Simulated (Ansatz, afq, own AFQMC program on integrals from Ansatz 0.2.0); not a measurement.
# SiH2Br (doublet): AFQMC on the coupled-cluster ladder at distance Br1–H2 along a hydrogen transfer = 1.999 Å, cc-pVTZ, part 1 of 2

How near does AFQMC come to the top of the ladder for SiH2Br (doublet)?

The runs use Ansatz 0.2.0, Gaussian basis, and an in-house AFQMC program (afq) on its integrals; all values are calculated; cc-pVTZ, frozen cores.

Plan: PBE (unrestricted); CCSD(T) on UHF; r2SCAN (unrestricted); PBE0 (unrestricted); B3LYP (unrestricted); CCSDT(Q) on UHF; CCSD(T) on UHF; wB97M-V (unrestricted); B2PLYP (unrestricted); CCSD(T) on UHF; Phaseless AFQMC, CISD trial on UHF; CCSD(T) on ROHF; CCSDT(Q) on ROHF; Phaseless AFQMC, CISD trial on ROHF.

## Step 1: What is computed

The geometry derives from fragments relaxed apart (PBE0/def2-TZVP) and kept rigid, so it is no stationary point. A hydrogen atom is moved between rigid fragments. No spin-orbit coupling is included. The filled d shell of Br may be among the frozen orbitals whatever the setting's name suggests; the logs give the count.

4 atoms, charge 0, spin multiplicity 2.

Atoms are counted from 1 here; the program's logs count them from 0.

Bond lengths: H2–Si3 1.671 Å, Si3–H4 1.532 Å. Angles: H2–Si3–H4 105.0°.

## Step 2: PBE (unrestricted)

File in.yaml:

```yaml
crystal:
  periodic: [false, false, false]
  atoms:
    - {symbol: Br, position_ang: [-2.433859, 0.369878, 0.000000]}
    - {symbol: H, position_ang: [-0.434859, 0.369878, 0.000000]}
    - {symbol: Si, position_ang: [1.236141, 0.369878, 0.000000]}
    - {symbol: H, position_ang: [1.632576, -1.109635, 0.000000]}
basis:
  gaussian: {orbitals: cc-pVTZ}
magnetization: {spin_polarized: true, initial_magnetization: 1}
hamiltonian: {xc: {name: PBE}}
output: {orbitals: {seedname: orbitals}}
```

Started as:

```console
> ansatz run in.yaml --threads 1 --pin off --events-out ev --progress --plain --max-ram 5632MiB --backend cpu
```

The program printed:

```text
Functional definition: PBE
  name "PBE"
  cite "Perdew, Burke & Ernzerhof, Phys. Rev. Lett. 77, 3865 (1996) doi:10.1103/PhysRevLett.77.3865"
  parent pbe
  parameter kappa = 0.804
  parameter beta = 0.06672455060314922
  exchange = pbe_x(kappa = kappa, mu = beta*pi^2/3)
  correlation = pbe_c(beta = beta)
769 factors; their error is unknown
mean field evaluation 1: about -77938.8046 eV, gradient 1.3e1 eV
mean field evaluation 2: about -77881.5638 eV, gradient 6.4e1 eV
mean field evaluation 4: about -77940.1677 eV, gradient 5.1e0 eV
mean field evaluation 8: about -77940.4010 eV, gradient 1.1e-1 eV
mean field evaluation 16: about -77940.3757 eV, gradient 1.2e-4 eV
mean field evaluation 32: about -77939.4016 eV, gradient 2.3e0 eV
mean field evaluation 64: about -77939.6615 eV, gradient 1.0e0 eV
mean field evaluation 96: about -77925.5981 eV, gradient 2.7e1 eV
mean field evaluation 128: about -77925.9763 eV, gradient 1.9e1 eV
mean field -77940.37565618 eV, -2864.2559754806 hartree, gradient 8.0e-6 eV, S^2 0.754708; 9 other end points of the search recorded, 0 dependent functions left out
reference -77940.37568771 eV, -2864.2559766391 hartree; 26, 25 occupied and 79, 80 virtual orbitals, 769 factors
Total energy: -77940.37568771 eV, -2864.2559766391 hartree
```

Run time: 14 s. Hardware: 1 thread of AMD EPYC 7R13 (Zen 3), shared host; peak memory 1.8 GiB.

From the report: ⟨S²⟩ of the determinant 0.755 (pure doublet: 0.75).

## Step 3: CCSD(T) on UHF

in.yaml: that of step 2 with these lines changed.

```diff
@@ -10,3 +10,2 @@
 magnetization: {spin_polarized: true, initial_magnetization: 1}
-hamiltonian: {xc: {name: PBE}}
-output: {orbitals: {seedname: orbitals}}
+correlation: {method: ccsd_t, electrons: outside_noble_gas, hamiltonian_folder: ham}
```

Started as:

```console
> ansatz run in.yaml --threads 1 --pin off --events-out ev --progress --plain --max-ram 16896MiB --backend cuda --devices 0, --max-vram 18GiB
```

The program printed, shortened:

```text
Functional definition: HF
  name "HF"
  cite "Fock, Z. Phys. 61, 126 (1930) doi:10.1007/BF01340294"
  parent pbe
[...]
637 factors; integrals over basis functions are off by at most 1.1e-3 eV
[...]
mean field -77891.72647612 eV, -2862.4681510891 hartree, gradient 6.8e-6 eV, S^2 1.190746; 27 other end points of the search recorded, 0 dependent functions left out
determinant -77891.72647612 eV, -2862.4681510891 hartree, with singles and doubles -77899.88269766 eV, -2862.7678867022 hartree
determinant -77891.26662637 eV, -2862.4512519225 hartree, with singles and doubles -77898.99671400 eV, -2862.7353274031 hartree
determinant -77890.81347692 eV, -2862.4345989872 hartree, with singles and doubles -77898.72779428 eV, -2862.7254447856 hartree
determinant -77890.79911433 eV, -2862.4340711718 hartree, with singles and doubles -77898.70512275 eV, -2862.7246116221 hartree
[...]
determinant -77890.13287288 eV, -2862.4095872500 hartree, with singles and doubles -77898.13831753 eV, -2862.7037819146 hartree
determinant -77889.95031981 eV, -2862.4028785486 hartree, with singles and doubles -77897.74385381 eV, -2862.6892856403 hartree
determinant -77891.61751224 eV, -2862.4641467403 hartree, with singles and doubles -77899.97490289 eV, -2862.7712751816 hartree
19 core orbitals not correlated: weight in the atoms' cores, before any rotation towards them, 1.000 or more for the frozen orbitals, at most 0.000 for the correlated occupied ones
reference -77891.72647612 eV, -2862.4681510891 hartree; 7, 6 occupied and 79, 80 virtual orbitals, 637 factors
second order -6.70776546 eV of doubles, -0.00000000 eV of singles
cycle   1  -8.06418940 eV  change   -3.1e-1 eV  update   2.4e-2
[...]
cycle  16  -8.12684153 eV  change    1.1e-5 eV  update   8.4e-6
perturbative correction -0.30545972 eV, -0.0112254378 hartree
Total energy: -77900.15877738 eV, -2862.7780324447 hartree
```

Wall time 28 s (1 × NVIDIA H100 80GB HBM3 with 1 thread of AMD EPYC 7R13 (Zen 3), shared host); peak host memory 1.8 GiB.

From the report: ⟨S²⟩ of the determinant 1.191 (pure doublet: 0.75); correlation -8.4323 eV; T1 0.084; largest double amplitude 0.08.

This run also writes the integrals to the folder ham.

## Step 4: r2SCAN (unrestricted)

in.yaml: that of step 3 with these lines changed.

```diff
@@ -10,2 +10,2 @@
 magnetization: {spin_polarized: true, initial_magnetization: 1}
-correlation: {method: ccsd_t, electrons: outside_noble_gas, hamiltonian_folder: ham}
+hamiltonian: {xc: {name: r2SCAN}}
```

Started as:

```console
> ansatz run in.yaml --threads 1 --pin off --events-out ev --progress --plain --max-ram 5632MiB --backend cpu
```

The program printed, shortened:

```text
Functional definition: r2SCAN
  name "r2SCAN"
  cite "Furness, Kaplan, Ning, Perdew & Sun, J. Phys. Chem. Lett. 11, 8208 (2020) doi:10.1021/acs.jpclett.0c02405"
  cite "Furness, Kaplan, Ning, Perdew & Sun, J. Phys. Chem. Lett. 11, 9248 (2020) doi:10.1021/acs.jpclett.0c03077"
  parent r2scan
[...]
769 factors; their error is unknown
[...]
mean field -77953.68634110 eV, -2864.7451341289 hartree, gradient 9.3e-6 eV, S^2 0.761091; 11 other end points of the search recorded, 0 dependent functions left out
reference -77953.68635219 eV, -2864.7451345367 hartree; 26, 25 occupied and 79, 80 virtual orbitals, 769 factors
Total energy: -77953.68635219 eV, -2864.7451345367 hartree
```

Run time: 34 s. Hardware: 1 thread of AMD EPYC 7R13 (Zen 3), shared host; peak memory 1.8 GiB.

From the report: ⟨S²⟩ of the determinant 0.761 (pure doublet: 0.75).

## Step 5: PBE0 (unrestricted)

in.yaml: that of step 4 with these lines changed.

```diff
@@ -10,2 +10,3 @@
 magnetization: {spin_polarized: true, initial_magnetization: 1}
-hamiltonian: {xc: {name: r2SCAN}}
+hamiltonian: {xc: {name: PBE0}}
+output: {orbitals: {seedname: orbitals}}
```

Launched as before.

The program printed:

```text
Functional definition: PBE0
  name "PBE0"
  cite "Adamo & Barone, J. Chem. Phys. 110, 6158 (1999) doi:10.1063/1.478522"
  cite "Perdew, Burke & Ernzerhof, Phys. Rev. Lett. 77, 3865 (1996) doi:10.1103/PhysRevLett.77.3865"
  parent pbe
  parameter a = 0.25
  parameter kappa = 0.804
  parameter beta = 0.06672455060314922
  exchange = (1 - a)*pbe_x(kappa = kappa, mu = beta*pi^2/3) + a*exact_x
  correlation = pbe_c(beta = beta)
817 factors; their error is unknown
mean field evaluation 1: about -77941.4488 eV, gradient 1.2e1 eV
mean field evaluation 2: about -77900.3497 eV, gradient 5.6e1 eV
mean field evaluation 4: about -77943.1014 eV, gradient 1.6e0 eV
mean field evaluation 8: about -77943.1402 eV, gradient 7.8e-2 eV
mean field evaluation 16: about -77943.3980 eV, gradient 3.8e-4 eV
mean field evaluation 32: about -77942.4861 eV, gradient 6.0e0 eV
mean field -77943.39800260 eV, -2864.3670446628 hartree, gradient 1.2e-5 eV, S^2 0.762957; 5 other end points of the search recorded, 0 dependent functions left out
reference -77943.39802660 eV, -2864.3670455450 hartree; 26, 25 occupied and 79, 80 virtual orbitals, 817 factors
Total energy: -77943.39802660 eV, -2864.3670455450 hartree
```

Run time: 8 s. Hardware: 1 thread of AMD EPYC 7R13 (Zen 3), shared host; peak memory 1.8 GiB.

From the report: ⟨S²⟩ of the determinant 0.763 (pure doublet: 0.75).

## Step 6: B3LYP (unrestricted)

in.yaml: that of step 5 with these lines changed.

```diff
@@ -10,3 +10,2 @@
 magnetization: {spin_polarized: true, initial_magnetization: 1}
-hamiltonian: {xc: {name: PBE0}}
-output: {orbitals: {seedname: orbitals}}
+hamiltonian: {xc: {name: B3LYP}}
```

Launched as before.

The program printed, shortened:

```text
Functional definition: B3LYP
  name "B3LYP"
  cite "Stephens, Devlin, Chabalowski & Frisch, J. Phys. Chem. 98, 11623 (1994) doi:10.1021/j100096a001"
  cite "Becke, Phys. Rev. A 38, 3098 (1988) doi:10.1103/PhysRevA.38.3098"
  cite "Lee, Yang & Parr, Phys. Rev. B 37, 785 (1988) doi:10.1103/PhysRevB.37.785"
  cite "Vosko, Wilk & Nusair, Can. J. Phys. 58, 1200 (1980) doi:10.1139/p80-159"
[...]
808 factors; their error is unknown
[...]
mean field -77956.52782234 eV, -2864.8495566385 hartree, gradient 1.1e-5 eV, S^2 0.758436; 4 other end points of the search recorded, 0 dependent functions left out
reference -77956.52803735 eV, -2864.8495645402 hartree; 26, 25 occupied and 79, 80 virtual orbitals, 808 factors
Total energy: -77956.52803735 eV, -2864.8495645402 hartree
```

Run time: 6 s. Hardware: 1 thread of AMD EPYC 7R13 (Zen 3), shared host; peak memory 1.8 GiB.

From the report: ⟨S²⟩ of the determinant 0.758 (pure doublet: 0.75).

## Step 7: CCSDT(Q) on UHF

in.yaml: that of step 6 with these lines changed.

```diff
@@ -10,2 +10,2 @@
 magnetization: {spin_polarized: true, initial_magnetization: 1}
-hamiltonian: {xc: {name: B3LYP}}
+correlation: {method: ccsdt_q, electrons: outside_noble_gas}
```

Started as:

```console
> ansatz run in.yaml --threads 1 --pin off --events-out ev --progress --plain --max-ram 16896MiB --backend cuda --devices 0, --max-vram 18GiB
```

The program printed, shortened:

```text
Functional definition: HF
  name "HF"
  cite "Fock, Z. Phys. 61, 126 (1930) doi:10.1007/BF01340294"
  parent pbe
[...]
1216 factors; integrals over basis functions are off by at most 2.1e-7 eV
[...]
mean field -77891.72651575 eV, -2862.4681525452 hartree, gradient 1.3e-6 eV, S^2 1.190749; 27 other end points of the search recorded, 0 dependent functions left out
determinant -77891.72651575 eV, -2862.4681525452 hartree, with singles and doubles -77899.88275122 eV, -2862.7678886704 hartree
determinant -77891.26667480 eV, -2862.4512537021 hartree, with singles and doubles -77898.99677855 eV, -2862.7353297754 hartree
determinant -77890.81351292 eV, -2862.4346003103 hartree, with singles and doubles -77898.72784231 eV, -2862.7254465508 hartree
determinant -77890.79915034 eV, -2862.4340724952 hartree, with singles and doubles -77898.70517354 eV, -2862.7246134886 hartree
[...]
determinant -77890.13292685 eV, -2862.4095892333 hartree, with singles and doubles -77898.13838735 eV, -2862.7037844803 hartree
determinant -77889.95036302 eV, -2862.4028801365 hartree, with singles and doubles -77897.74391704 eV, -2862.6892879640 hartree
determinant -77891.61755001 eV, -2862.4641481282 hartree, with singles and doubles -77899.97496342 eV, -2862.7712774060 hartree
19 core orbitals not correlated: weight in the atoms' cores, before any rotation towards them, 1.000 or more for the frozen orbitals, at most 0.000 for the correlated occupied ones
reference -77891.72651575 eV, -2862.4681525452 hartree; 7, 6 occupied and 79, 80 virtual orbitals, 1216 factors
second order -6.70779398 eV of doubles, -0.00000000 eV of singles
cycle   1  -7.53103641 eV  change   -8.2e-1 eV  update   9.5e-2
[...]
cycle  35  -8.48637133 eV  change    2.1e-7 eV  update   1.2e-6
perturbative correction -0.01717007 eV, -0.0006309883 hartree
Total energy: -77900.23005714 eV, -2862.7806519276 hartree
```

Run time: 38 s. Hardware: 1 × NVIDIA H100 80GB HBM3 with 1 thread of AMD EPYC 7R13 (Zen 3), shared host; peak host memory 1.8 GiB.

From the report: ⟨S²⟩ of the determinant 1.191 (pure doublet: 0.75); correlation -8.5035 eV; T1 0.094; largest double amplitude 0.10.

## Step 8: CCSD(T) on UHF

in.yaml: that of step 7 with these lines changed.

```diff
@@ -8,4 +8,4 @@
 basis:
-  gaussian: {orbitals: cc-pVTZ}
+  gaussian: {orbitals: def2-TZVPP}
 magnetization: {spin_polarized: true, initial_magnetization: 1}
-correlation: {method: ccsdt_q, electrons: outside_noble_gas}
+correlation: {method: ccsd_t, electrons: outside_noble_gas}
```

Launched as before.

The program printed, shortened:

```text
Functional definition: HF
  name "HF"
  cite "Fock, Z. Phys. 61, 126 (1930) doi:10.1007/BF01340294"
  parent pbe
[...]
723 factors; integrals over basis functions are off by at most 1.1e-3 eV
[...]
mean field -77890.33335164 eV, -2862.4169547086 hartree, gradient 1.8e-6 eV, S^2 1.193603; 26 other end points of the search recorded, 0 dependent functions left out
determinant -77890.33335164 eV, -2862.4169547086 hartree, with singles and doubles -77898.52586222 eV, -2862.7180239192 hartree
determinant -77889.87391035 eV, -2862.4000705526 hartree, with singles and doubles -77897.63721598 eV, -2862.6853667725 hartree
determinant -77889.41944266 eV, -2862.3833691729 hartree, with singles and doubles -77897.36608352 eV, -2862.6754028383 hartree
determinant -77889.40512470 eV, -2862.3828429976 hartree, with singles and doubles -77897.34327740 eV, -2862.6745647288 hartree
[...]
determinant -77888.73612901 eV, -2862.3582578595 hartree, with singles and doubles -77896.77651329 eV, -2862.6537365318 hartree
determinant -77888.55792983 eV, -2862.3517091604 hartree, with singles and doubles -77896.37725480 eV, -2862.6390640528 hartree
determinant -77890.22237683 eV, -2862.4128764595 hartree, with singles and doubles -77898.61860155 eV, -2862.7214320267 hartree
19 core orbitals not correlated: weight in the atoms' cores, before any rotation towards them, 1.000 or more for the frozen orbitals, at most 0.000 for the correlated occupied ones
reference -77890.33335164 eV, -2862.4169547086 hartree; 7, 6 occupied and 92, 93 virtual orbitals, 723 factors
second order -6.73741911 eV of doubles, -0.00000000 eV of singles
cycle   1  -8.09275141 eV  change   -3.3e-1 eV  update   2.5e-2
[...]
cycle  16  -8.15814583 eV  change    1.1e-5 eV  update   8.4e-6
perturbative correction -0.31189170 eV, -0.0114618086 hartree
Total energy: -77898.80338917 eV, -2862.7282228468 hartree
```

It took 11 s on 1 × NVIDIA H100 80GB HBM3 with 1 thread of AMD EPYC 7R13 (Zen 3), shared host; peak host memory 1.8 GiB.

From the report: ⟨S²⟩ of the determinant 1.194 (pure doublet: 0.75); correlation -8.4700 eV; T1 0.084; largest double amplitude 0.08.

## Step 9: wB97M-V (unrestricted)

in.yaml: that of step 8 with these lines changed.

```diff
@@ -8,4 +8,5 @@
 basis:
-  gaussian: {orbitals: def2-TZVPP}
+  gaussian: {orbitals: cc-pVTZ}
 magnetization: {spin_polarized: true, initial_magnetization: 1}
-correlation: {method: ccsd_t, electrons: outside_noble_gas}
+hamiltonian: {xc: {name: wB97M-V}}
+output: {orbitals: {seedname: orbitals}}
```

Started as:

```console
> ansatz run in.yaml --threads 1 --pin off --events-out ev --progress --plain --max-ram 5632MiB --backend cpu
```

The program printed, shortened:

```text
Functional definition: wB97M-V
  name "wB97M-V"
  cite "Mardirossian & Head-Gordon, J. Chem. Phys. 144, 214110 (2016) doi:10.1063/1.4952647"
  cite "Becke, J. Chem. Phys. 107, 8554 (1997) doi:10.1063/1.475007"
  cite "Vydrov & Van Voorhis, J. Chem. Phys. 133, 244103 (2010) doi:10.1063/1.3521275"
  # Of w^i u^j: cxij and so on, Table III.
[...]
  gx(w, u) = 1 - cx + cx01*u + cx10*w
  gss(w, u) = css00 + css04*u^4 + css10*w + css20*w^2 + css43*w^4*u^3
  gos(w, u) = cos00 + cos10*w + (cos20 + cos21*u)*w^2 + (cos60 + cos61*u)*w^6
[...]
      + integral(e_c_pw_mod_opposite_spin*gos(b97_w_opposite, b97_u_opposite)) + vv10(b, c)
800 factors; their error is unknown
145 factors; integrals over basis functions are off by at most 4.3e-5 eV
[...]
mean field -77950.14446002 eV, -2864.6149724000 hartree, gradient 4.0e-5 eV, S^2 0.761989; 5 other end points of the search recorded, 0 dependent functions left out
reference -77950.14449721 eV, -2864.6149737669 hartree; 26, 25 occupied and 79, 80 virtual orbitals, 800 factors
Total energy: -77950.14449721 eV, -2864.6149737669 hartree
```

Run time: 19 s. Hardware: 1 thread of AMD EPYC 7R13 (Zen 3), shared host; peak memory 1.8 GiB.

From the report: ⟨S²⟩ of the determinant 0.762 (pure doublet: 0.75).

## Step 10: B2PLYP (unrestricted)

in.yaml: that of step 9 with these lines changed.

```diff
@@ -10,3 +10,3 @@
 magnetization: {spin_polarized: true, initial_magnetization: 1}
-hamiltonian: {xc: {name: wB97M-V}}
-output: {orbitals: {seedname: orbitals}}
+hamiltonian: {xc: {name: B2PLYP}}
+correlation: {electrons: outside_noble_gas}
```

Launched as before.

The program printed, shortened:

```text
Functional definition: B2PLYP
  name "B2PLYP"
  cite "Grimme, J. Chem. Phys. 124, 034108 (2006) doi:10.1063/1.2148954"
  cite "Becke, Phys. Rev. A 38, 3098 (1988) doi:10.1103/PhysRevA.38.3098"
  cite "Lee, Yang & Parr, Phys. Rev. B 37, 785 (1988) doi:10.1103/PhysRevB.37.785"
[...]
637 factors; integrals over basis functions are off by at most 1.1e-3 eV
[...]
mean field -77937.78652668 eV, -2864.1608267264 hartree, gradient 5.9e-6 eV, S^2 0.773863; 8 other end points of the search recorded, 0 dependent functions left out
19 core orbitals not correlated: weight in the atoms' cores, before any rotation towards them, 1.000 or more for the frozen orbitals, at most 0.000 for the correlated occupied ones
reference -77937.78666469 eV, -2864.1608317980 hartree; 7, 6 occupied and 79, 80 virtual orbitals, 637 factors
second order -8.83617257 eV of doubles, -0.00000000 eV of singles
Total energy: -77940.17243128 eV, -2864.2485071032 hartree
```

It took 14 s on 1 thread of AMD EPYC 7R13 (Zen 3), shared host; peak memory 1.8 GiB.

From the report: ⟨S²⟩ of the determinant 0.774 (pure doublet: 0.75).

## Step 11: CCSD(T) on UHF

in.yaml: that of step 10 with these lines changed.

```diff
@@ -8,5 +8,4 @@
 basis:
-  gaussian: {orbitals: cc-pVTZ}
+  gaussian: {orbitals: "def2-QZVPP.json"}
 magnetization: {spin_polarized: true, initial_magnetization: 1}
-hamiltonian: {xc: {name: B2PLYP}}
-correlation: {electrons: outside_noble_gas}
+correlation: {method: ccsd_t, electrons: outside_noble_gas}
```

Started as:

```console
> ansatz run in.yaml --threads 1 --pin off --events-out ev --progress --plain --max-ram 16896MiB --backend cuda --devices 0, --max-vram 18GiB
```

The program printed, shortened:

```text
Functional definition: HF
  name "HF"
  cite "Fock, Z. Phys. 61, 126 (1930) doi:10.1007/BF01340294"
  parent pbe
[...]
1353 factors; integrals over basis functions are off by at most 1.1e-3 eV
[...]
mean field -77891.91674615 eV, -2862.4751433835 hartree, gradient 3.4e-6 eV, S^2 1.197048; 25 other end points of the search recorded, 0 dependent functions left out
determinant -77891.91674615 eV, -2862.4751433835 hartree, with singles and doubles -77900.77498410 eV, -2862.8006776237 hartree
determinant -77891.45517515 eV, -2862.4581809622 hartree, with singles and doubles -77899.86448459 eV, -2862.7672173840 hartree
determinant -77891.00609267 eV, -2862.4416774854 hartree, with singles and doubles -77899.60782096 eV, -2862.7577851698 hartree
determinant -77890.99234768 eV, -2862.4411723664 hartree, with singles and doubles -77899.58591296 eV, -2862.7569800653 hartree
[...]
determinant -77890.14611366 eV, -2862.4100738397 hartree, with singles and doubles -77898.62476062 eV, -2862.7216583686 hartree
determinant -77890.04023939 eV, -2862.4061830322 hartree, with singles and doubles -77898.55479848 eV, -2862.7190873071 hartree
determinant -77891.80406420 eV, -2862.4710023984 hartree, with singles and doubles -77900.88019782 eV, -2862.8045441570 hartree
19 core orbitals not correlated: weight in the atoms' cores, before any rotation towards them, 1.000 or more for the frozen orbitals, at most 0.000 for the correlated occupied ones
reference -77891.91674615 eV, -2862.4751433835 hartree; 7, 6 occupied and 193, 194 virtual orbitals, 1353 factors
second order -7.38164860 eV of doubles, -0.00000000 eV of singles
cycle   1  -8.65761227 eV  change   -7.7e-1 eV  update   3.0e-2
[...]
cycle  15  -8.73914317 eV  change    5.2e-6 eV  update   1.0e-5
perturbative correction -0.36834782 eV, -0.0135365327 hartree
Total energy: -77901.02423714 eV, -2862.8098375041 hartree
```

Wall time 31 s (1 × NVIDIA H100 80GB HBM3 with 1 thread of AMD EPYC 7R13 (Zen 3), shared host); peak host memory 1.8 GiB.

From the report: ⟨S²⟩ of the determinant 1.197 (pure doublet: 0.75); correlation -9.1075 eV; T1 0.085; largest double amplitude 0.07.

(Continued in part 2 of 2.)
